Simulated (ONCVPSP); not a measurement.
# Cu: generating and testing an ONCV potential

Task: generate the file, and judge it by its errors in other configurations, its logarithmic derivatives, its ghosts and its cutoff.

The numbers are computed with ONCVPSP 4.0.1.1 (patched build) (PBE, scalar-relativistic, spin-unpolarised reference atom).

### 1 The design

The settings as typed:

```json
{
 "element": "copper (Cu, Z = 29)",
 "type": "optimised norm-conserving Vanderbilt (ONCV)",
 "frozen core": "[Ne]",
 "valence charge": "19",
 "reference configuration": "3s2 3p6 3d10 4s1",
 "partial waves": "3s+4s: rc 1.25 bohr, ncon 4, nbas 7, qcut 11 1/bohr, 3 projectors, debl 2.6 Ha; 3p: rc 0.70 bohr, ncon 4, nbas 8, qcut 12.9 1/bohr, 2 projectors, debl 2.2 Ha; 3d: rc 0.80 bohr, ncon 4, nbas 8, qcut 11.8 1/bohr, 2 projectors, debl 2.9 Ha",
 "local potential": "polynomial inside 0.65 bohr (lpopt 5, dvloc0 0 Ha)",
 "core correction": "not asked for"
}
```

The nodes and maxima of the atom's own shells, from an earlier all-electron run, set the scale for the radii.

All-electron outer shells of the reference configuration (PBE, scalar-relativistic, ld1.x):

```json
{"shell": "2p", "level (eV)": "-916.98", "outermost node (bohr)": "–", "outermost maximum (bohr)": "0.16"}
{"shell": "3s", "level (eV)": "-114.70", "outermost node (bohr)": "0.29", "outermost maximum (bohr)": "0.61"}
{"shell": "3p", "level (eV)": "-72.14", "outermost node (bohr)": "0.26", "outermost maximum (bohr)": "0.62"}
{"shell": "3d", "level (eV)": "-5.04", "outermost node (bohr)": "–", "outermost maximum (bohr)": "0.60"}
{"shell": "4s", "level (eV)": "-4.61", "outermost node (bohr)": "0.89", "outermost maximum (bohr)": "2.27"}
{"shell": "4p", "level (eV)": "-0.70", "outermost node (bohr)": "0.97", "outermost maximum (bohr)": "3.65"}
```

### 2 The generation run

Cu.dat reads:

```
# ATOM AND REFERENCE CONFIGURATION
# atsym  z   nc   nv     iexc    psfile
  Cu 29.00    3    4        4      upf
#
#   n    l    f
    1    0    2.00
    2    0    2.00
    2    1    6.00
    3    0    2.00
    3    1    6.00
    3    2   10.00
    4    0    1.00
#
# PSEUDOPOTENTIAL AND OPTIMIZATION
# lmax
    2
#
#   l,   rc,      ep,       ncon, nbas, qcut
    0    1.25    0.00    4    7   11.00
    1    0.70    0.00    4    8   12.90
    2    0.80    0.00    4    8   11.80
#
# LOCAL POTENTIAL
# lloc, lpopt,  rc(5),   dvloc0
    4    5    0.65    0.00
#
# VANDERBILT-KLEINMAN-BYLANDER PROJECTORs
# l, nproj, debl
    0    3    2.60
    1    2    2.20
    2    2    2.90
#
# MODEL CORE CHARGE
# icmod, fcfact, rcfact
    0    0.00    0.00
#
# LOG DERIVATIVE ANALYSIS
# epsh1, epsh2, depsh
   -6.00    5.00    0.04
#
# OUTPUT GRID
# rlmax, drl
    6.00    0.01
#
# TEST CONFIGURATIONS
# ncnf
    4
# nvcnf
#   n    l    f
    4
    3    0    2.00
    3    1    6.00
    3    2   10.00
    4    0    0.00
#
    4
    3    0    2.00
    3    1    6.00
    3    2    9.00
    4    0    0.00
#
    4
    3    0    2.00
    3    1    6.00
    3    2    8.00
    4    0    0.00
#
    5
    3    0    2.00
    3    1    6.00
    3    2   10.00
    4    0    0.00
    4    1    1.00
#
```

Command:

```console
$ oncvpsp.x < Cu.dat > Cu.out
```

Q: Predict the outcome of this session. Wanted: cutoffs for 1 and 0.1 mHa per electron, occupied waves; bound ghosts; GHOST(+) flags; largest test error; largest phase difference near zero energy, channels read; projector energies reset by the program.

**Answer**, as computed:

| quantity | value |
| --- | --- |
| cutoffs for 1 and 0.1 mHa per electron, occupied waves | 353 Ha and 456 Ha |
| bound ghosts | none found |
| GHOST(+) flags | s at 754 eV |
| largest test error (AE − PS) | +1.9 meV, for 3s2 3p6 3d10 4s0 (1 test unsolved) |
| largest phase difference near zero energy, channels read | 0.000 rad |
| projector energies reset by the program | p: -2.651, 0.250 Ha |

In words: By total energies transferability is very good where solved: the largest error is 1.9 meV on 8.2 eV, for 3s2 3p6 3d10 4s0. Of the tests 1 gave no usable energy difference, which is a warning in itself. The potential is very hard: the looser tolerance needs 353 Ha. At the looser tolerance the 3d wave is the slowest; 3p needs 79 Ha. The program's ghost test flags no bound state. Near zero energy the phases of the channels with partial waves agree within 0.001 rad. The program also flags highly localised states, GHOST(+) (s). These are tests on the free atom; a crystal test is still owed.
